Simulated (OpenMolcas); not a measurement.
# Os³⁺ among point charges: CASSCF levels and susceptibility

Aim: the splitting of the states of Os³⁺ in the field of 6 point charges, its lowest levels with spin-orbit coupling and its magnetic susceptibility.

Method: state-averaged CASSCF, spin-orbit coupling by RASSI with atomic mean-field integrals. Code: OpenMolcas 26.06.

1 further run of the same task is left out (it didn't finish).

## (1) The system

* Species: Os³⁺ (osmium, Z = 76, 73 electrons)
* Basis: ANO-RCC-VDZP [7s6p4d2f1g], 68 functions
* Scalar Hamiltonian: DKH2, point nucleus
* Inactive shells: 1s 2s 2p 3s 3p 3d 4s 4p 4d 4f 5s 5p
* Active space: 5 electrons in 5 orbitals (5d)
* Some configurations of this space: 5d5
* Orbitals: optimised for each spin and parity, averaged over all roots

The outer shells:

5d5
```
5d [↑ ][↑ ][↑ ][↑ ][↑ ]
```

The ion sits among 6 point charges of -1.7 e arranged as an octahedron (Oh), 1.63 Å from the ion. The active orbitals were held to one l.

Each step is its own input file, run in one work folder so that later steps find the files of earlier ones. Labels, J, g values, rates, χT and fits are worked out afterwards by a script from the matrices that RASSI stores. The input lists half of the charges; inversion (Group=XYZ) makes the rest.

## (2) One- and two-electron integrals

Input file a.inp:

```
&GATEWAY
Coord
1

Os 0.0 0.0 0.0
Basis=ANO-RCC-VDZP
Group=XYZ
NoMove
AngMom=0.0 0.0 0.0
AMFI
XField
3 Angstrom 0
1.630000 0.000000 0.000000 -1.700000
0.000000 1.630000 0.000000 -1.700000
0.000000 0.000000 1.630000 -1.700000
&SEWARD
```

The run is started by

```console
OMP_NUM_THREADS=1 MOLCAS_MEM=1689 MOLCAS_PROJECT=a pymolcas a.inp > a.log
```

## (3) CASSCF: sextets of even parity, 1 root

Input file a.inp:

```
&RASSCF
FileOrb=start.orb
Symmetry=1
Spin=6
nActEl=5 0 0
Inactive=15 19
Ras2=5 0
CIRoot=1 1 1
SDav=1
CIMx=300
Iter=120 100
PrWF=0.3
OrbListing=Nothing
MaxOrb=0
SupSym
1
20 4 5 6 7 8 10 11 12 13 14 16 17 18 19 20 23 24 25 26 27
0
>>> COPY $Project.JobIph JOB001
```

start.orb holds the contracted functions of the basis, ordered by shell, or the orbitals of the step before.

## (4) Reference wave functions, quartets of even parity, 24 roots

Input file a.inp:

```
&RASSCF
FileOrb=start.orb
Symmetry=1
Spin=4
nActEl=5 0 0
Inactive=15 19
Ras2=5 0
CIRoot=24 24 1
SDav=24
CIMx=300
Iter=120 100
PrWF=0.3
OrbListing=Nothing
MaxOrb=0
SupSym
1
20 4 5 6 7 8 10 11 12 13 14 16 17 18 19 20 23 24 25 26 27
0
>>> COPY $Project.JobIph JOB002
```

## (5) Reference wave functions, doublets of even parity, 75 roots

Input file a.inp:

```
&RASSCF
FileOrb=start.orb
Symmetry=1
Spin=2
nActEl=5 0 0
Inactive=15 19
Ras2=5 0
CIRoot=75 75 1
SDav=75
CIMx=300
Iter=120 100
PrWF=0.3
OrbListing=Nothing
MaxOrb=0
SupSym
1
20 4 5 6 7 8 10 11 12 13 14 16 17 18 19 20 23 24 25 26 27
0
>>> COPY $Project.JobIph JOB003
```

## (6) RASSI: spin-orbit coupling between the states

Input file a.inp:

```
&RASSI
NrOfJobIphs=3 1 24 75
1
1 2 3 4 5 6 7 8 9 10 11 12 13 14 15 16 17 18 19 20 21 22 23 24
1 2 3 4 5 6 7 8 9 10 11 12 13 14 15 16 17 18 19 20 21 22 23 24 25 26 27
28 29 30 31 32 33 34 35 36 37 38 39 40 41 42 43 44 45 46 47 48 49 50 51
52 53 54 55 56 57 58 59 60 61 62 63 64 65 66 67 68 69 70 71 72 73 74 75
IphNames
JOB001
JOB002
JOB003
EJob
SpinOrbit
DIPRint=1.0
SOCoupling=1000.0
Subsets=2
Property=9
'ANGMOM' 1 'ANGMOM' 2 'ANGMOM' 3 'MLTPL  1' 1 'MLTPL  1' 2 'MLTPL  1' 3
'AMFI' 1 'AMFI' 2 'AMFI' 3
SOProperty=3
'ANGMOM' 1 'ANGMOM' 2 'ANGMOM' 3
```

**Question.** What will these runs give? Wanted: spin-free ground state; first state of the same spin within the active space; lowest level; next level.

**Answer**, as computed:

| quantity | value |
| --- | --- |
| method | CASSCF |
| spin-free ground state | 2T2, 3-fold in its orbital part |
| first state of the same spin within the active space | 2A2 at 23900 cm⁻¹ |
| lowest level | 2-fold Γ7, g = 2.23, 2.23, 2.23 |
| next level | 6128.6 cm⁻¹ |
| χT at 300 K | 0.55 cm³ K/mol |
| effective moment at 300 K | 2.10 μB |

In words: The spin-free ground state (2T2) comes to 28 % from free-ion H terms and has less than the highest spin computed. χT at 300 K is 0.55, against 0.38 cm³ K/mol for the spin alone, so orbital moment adds to it. A ligand-field fit to the states below 45000 cm-1 gives 10Dq = 28572 cm-1, B = 758 cm-1 and C = 2917 cm-1 (C/B = 3.85), with a deviation of 374 cm-1. The field of point charges can differ much from that of real complexes. With metal d orbitals alone active, the gaps between spin states are rough; where two lie within a few thousand cm-1, their order is open. Point charges carry no covalency, so the field is a model and not that of real ligands.
